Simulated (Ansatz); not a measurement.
**Cl2H2HfOSe: one species, many methods**

One table from this session's results is given with a row withheld; the runs are named, their logs left out.

Method: functionals in def2-TZVPP, the program's frozen cores in correlated methods; program: Ansatz 0.2.0, Gaussian basis.

Plan: PBE-D4, r2SCAN-D4, PBE0-D4, B3LYP-D4, ωB97X-V, ωB97M-V, B2PLYP; CCSD(T)/def2-TZVPP; MP2/def2-QZVPP; extrapolation to the limit.

**The relaxed structure**

The geometry comes from an earlier relaxation with PBE0-D4 in a triple-zeta def2 set; it is a stationary point, not always the lowest conformer. Hf takes the def2 core potential; no spin-orbit term is included.

7 atoms, charge 0, spin multiplicity 1.

Atoms are counted from 1 here; the program's logs count them from 0.

Bond lengths: O1–Hf2 1.885 Å, O1–H6 0.953 Å, Hf2–Cl3 2.339 Å, Hf2–Cl4 2.339 Å, Hf2–Se5 2.575 Å, Se5–H7 1.471 Å. Angles: Hf2–O1–H6 166.9°, O1–Hf2–Cl3 110.9°, O1–Hf2–Cl4 111.0°, O1–Hf2–Se5 106.8°, Cl3–Hf2–Cl4 108.7°, Cl3–Hf2–Se5 109.7°, Cl4–Hf2–Se5 109.7°, Hf2–Se5–H7 88.5°.

Set-up of the first run:

The input, in.yaml:

```yaml
crystal:
  periodic: [false, false, false]
  atoms:
    - {symbol: O, position_ang: [0.763140, -1.155621, -0.631271]}
    - {symbol: Hf, position_ang: [-0.333188, -0.103267, 0.483535]}
    - {symbol: Cl, position_ang: [0.452664, -0.121582, 2.686656]}
    - {symbol: Cl, position_ang: [-2.537591, -0.885672, 0.468971]}
    - {symbol: Se, position_ang: [-0.256650, 2.296118, -0.447483]}
    - {symbol: H, position_ang: [1.259015, -1.847858, -1.059434]}
    - {symbol: H, position_ang: [0.652609, 1.817884, -1.500974]}
basis:
  gaussian: {orbitals: def2-TZVPP}
hamiltonian: {xc: pbe, dispersion: d4}
output: {forces: true, orbitals: {seedname: orbitals}}
```

Started as:

```console
ansatz run in.yaml --threads 2 --pin off --events-out ev --progress --plain --max-ram 22528MiB --backend cpu
```

Among the steps run: PBE-D4 (GGA); r2SCAN-D4 (meta-GGA); PBE0-D4 (hybrid); B3LYP-D4 (hybrid); ωB97X-V (range-separated); ωB97M-V (range-separated); B2PLYP (double hybrid).

One table of the session follows, with a row left open; its other results are not shown here.

It belongs to the step «Frontier levels by functional». 

| functional | HOMO (eV) | LUMO (eV) | gap (eV) |
| --- | --- | --- | --- |
| PBE-D4 | -6.29 | -2.36 | 3.93 |
| r2SCAN-D4 | -6.58 | -2.20 | 4.39 |
| PBE0-D4 | -7.42 | -1.55 | 5.86 |
| B3LYP-D4 | -7.16 | -1.75 | 5.41 |
| ωB97X-V | ? | ? | ? |
| ωB97M-V | -9.50 | 0.43 | 9.93 |

**Question.** Estimate the row for ωB97X-V.

As computed: HOMO (eV): -9.65; LUMO (eV): 0.55; gap (eV): 10.20. In the column «HOMO (eV)» it is the lowest.
